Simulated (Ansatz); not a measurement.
# TaCl3O: how energies converge with the basis set

An exercise on one series of results from a longer session: the logs are not shown, and one member is left open.

Computed with Ansatz 0.2.0, Gaussian basis. Level: one geometry, several basis sets.

The runs, in order: PBE0-D4/def2-SVP; ωB97M-V/def2-SVP; PBE0-D4/def2-QZVPP; ωB97M-V/def2-QZVPP; the functionals' def2-TZVPP values are taken from earlier runs.

1 further run of the same task is left out (for a known fault of the program).

## The geometry

The geometry comes from an earlier relaxation with PBE0-D4 in a triple-zeta def2 set; it is a stationary point. Ta takes the def2 core potential; no spin-orbit term is included.

SMILES `[O]=[Ta]([Cl])([Cl])[Cl]`, 5 atoms, charge 0, spin multiplicity 1.

Atoms are counted from 1 here; the program's logs count them from 0.

Bond lengths: O1–Ta2 1.701 Å, Ta2–Cl3 2.281 Å, Ta2–Cl4 2.281 Å, Ta2–Cl5 2.281 Å. Angles: O1–Ta2–Cl3 107.5°, O1–Ta2–Cl4 107.5°, O1–Ta2–Cl5 107.5°, Cl3–Ta2–Cl4 111.3°, Cl3–Ta2–Cl5 111.3°, Cl4–Ta2–Cl5 111.3°.

The first run:

in.yaml

```yaml
crystal:
  periodic: [false, false, false]
  atoms:
    - {symbol: O, position_ang: [-0.851452, 0.089789, 1.537786]}
    - {symbol: Ta, position_ang: [-0.025048, -0.010517, 0.054626]}
    - {symbol: Cl, position_ang: [1.630251, -1.562077, 0.293886]}
    - {symbol: Cl, position_ang: [-1.535871, -0.646154, -1.532189]}
    - {symbol: Cl, position_ang: [0.832019, 2.055258, -0.395508]}
basis:
  gaussian: {orbitals: def2-SVP}
hamiltonian: {xc: pbe0, dispersion: d4}
output: {orbitals: {seedname: orbitals}}
```

Started as:

```bash
> ansatz run in.yaml --threads 4 --pin off --events-out ev --progress --plain --max-ram 10444MiB
```

Among the steps run: PBE0-D4 in def2-SVP; ωB97M-V in def2-SVP; PBE0-D4 in def2-QZVPP; ωB97M-V in def2-QZVPP.

One table of the session follows, with a row left open; its other results are not shown here.

It belongs to the step «Functionals by basis». 

```
functional       basis  HOMO (eV)  LUMO (eV)
   PBE0-D4    def2-SVP          ?          ?
   PBE0-D4  def2-TZVPP      -9.76      -2.76
   PBE0-D4  def2-QZVPP      -9.77      -2.78
   ωB97M-V    def2-SVP     -12.03      -0.63
   ωB97M-V  def2-TZVPP     -12.01      -0.68
   ωB97M-V  def2-QZVPP     -12.04      -0.72
```

Q: Estimate the row for PBE0-D4, def2-SVP from the others.

**Answer.** HOMO (eV): -9.82; LUMO (eV): -2.75. In the column «HOMO (eV)» it lies between ωB97M-V, def2-TZVPP (-12.01) and PBE0-D4, def2-QZVPP (-9.77).
